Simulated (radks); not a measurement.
# Valence configurations of C⁺

The task here is to estimate one member of a computed series from the others.

The numbers are computed with radks (a radial shooting solver on a logarithmic mesh, Libxc functionals) version 1 (scalar-relativistic Kohn-Sham, r2SCAN, spin-polarised, spherical densities, finite nucleus; open shells are filled with parallel spins first), except any that are marked as measured or tabulated.

### What is computed

```
element            : carbon (Z = 6)
charge             : +1
electrons          : 5
configuration      : [He] 2s2 2p1
nuclear rms radius : 2.4702 fm
others tried       : 2s1.5 2p1.5; 2s1 2p2; 2p3; 2s0.5 2p2.5
```

Outer shells as boxes (Hund's rule):

C⁺
```
[He] core
2s [↑↓]
2p [↑ ][  ][  ]
```

The first run:

Input:

```text
Z 6
configuration [He] 2s2 2p1
relativity scalar-relativistic
functional r2scan,r2scan
spin polarised
nucleus finite rms 2.4702 fm
c 137.035999084
```

Steps of the session up to this table: [He] 2s2 2p1.

One table of the session follows, with a row left open; its other results are not shown here.

It belongs to the step «[He] 2s2 2p1». From the orbitals of this run (lengths in bohr):

| level | <r> | outermost maximum (interpolated) | 90 % within |
| --- | --- | --- | --- |
| 1s up | 0.2700 | 0.174 | 0.484 |
| 1s down | 0.2691 | 0.174 | 0.482 |
| 2s up | ? | ? | ? |
| 2s down | 1.485 | 1.19 | 2.34 |
| 2p up | 1.488 | 1.11 | 2.47 |
| 2p down | 1.542 | 1.16 | 2.56 |

Estimate the missing values for 2s up.

The run gave: <r>: 1.452; outermost maximum (interpolated): 1.17; 90 % within: 2.28. In the column «<r>» it lies between 1s up (0.2700) and 2s down (1.485).
